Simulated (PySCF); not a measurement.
# BeBr: from the state search to spectroscopic constants

One table from this session's results is given with a row withheld; the runs are named, their logs left out.

Method: Be def2-SVP, Br def2-SVP, no relativity; program: PySCF 2.14.0.

The first run:

Settings of the job:

* atoms: Be, Br
* charge: 0
* basis: Be def2-SVP, Br def2-SVP
* Hamiltonian: no relativity
* basis functions: 41
* electrons treated: 39
* masses in u: 9.0122, 78.9183
* levels: PBE0, PBE, r²SCAN, BLYP, r²SCANh, MN15, ωB97X, HF, MP2, SCS-MP2, CCSD, CCSD(T)
* grid: 80 radial by 434 angular points
* occupations: held fixed by the projection of orbital angular momentum
* dissociation limit: Be + Br, each in its ground configuration
* starting distance in angstrom: 2.075
* values of 2S to try: 1, 3

On the command line:

```console
> OMP_NUM_THREADS=1 python dia.py task.json out
```

Among the steps run: Input; PBE0 along the bond; Higher solutions at PBE0; PBE (GGA); r²SCAN (meta-GGA); BLYP; r²SCANh (hybrid meta-GGA); MN15; ωB97X (range-separated hybrid); UHF; Adding correlation.

One table of the session follows, with a row left open; its other results are not shown here.

Energy (eV) from each level's lowest point:

```
R (Å)    UHF  UHF-MP2  UHF-SCS-MP2  UHF-CCSD  UHF-CCSD(T)
1.711  0.933    0.906        0.920       n/a          n/a
1.791  0.437    0.420        0.430     0.429        0.432
1.871  0.152    0.143        0.148     0.149        0.150
1.930  0.042    0.037        0.040     0.041        0.041
1.990  0.000    0.000        0.000     0.000        0.000
2.050  0.012    0.016        0.013     0.013        0.011
2.129  0.093    0.101        0.094     0.092        0.090
2.229      ?        ?            ?         ?            ?
2.348  0.548    0.562        0.544     0.536        0.528
2.507  0.983    0.999        0.973       n/a          n/a
```

**Question.** Estimate the row for R (Å) = 2.229.

Worked estimate for «UHF». A straight line through the neighbours (2.129, 0.093) and (2.348, 0.548) gives 0.093 + (0.548 − 0.093) × (2.229 − 2.129) / (2.348 − 2.129) = 0.301; a parabola fitted to 4 rows on both sides gives 0.278.

The run gave: UHF: 0.268; UHF-MP2: 0.279; UHF-SCS-MP2: 0.267; UHF-CCSD: 0.264; UHF-CCSD(T): 0.259. In «UHF» the line misses by +0.033 and the parabola by +0.010.

State 2 has its PBE0 minimum 5.44 eV higher. The other levels ran on the lowest alone.
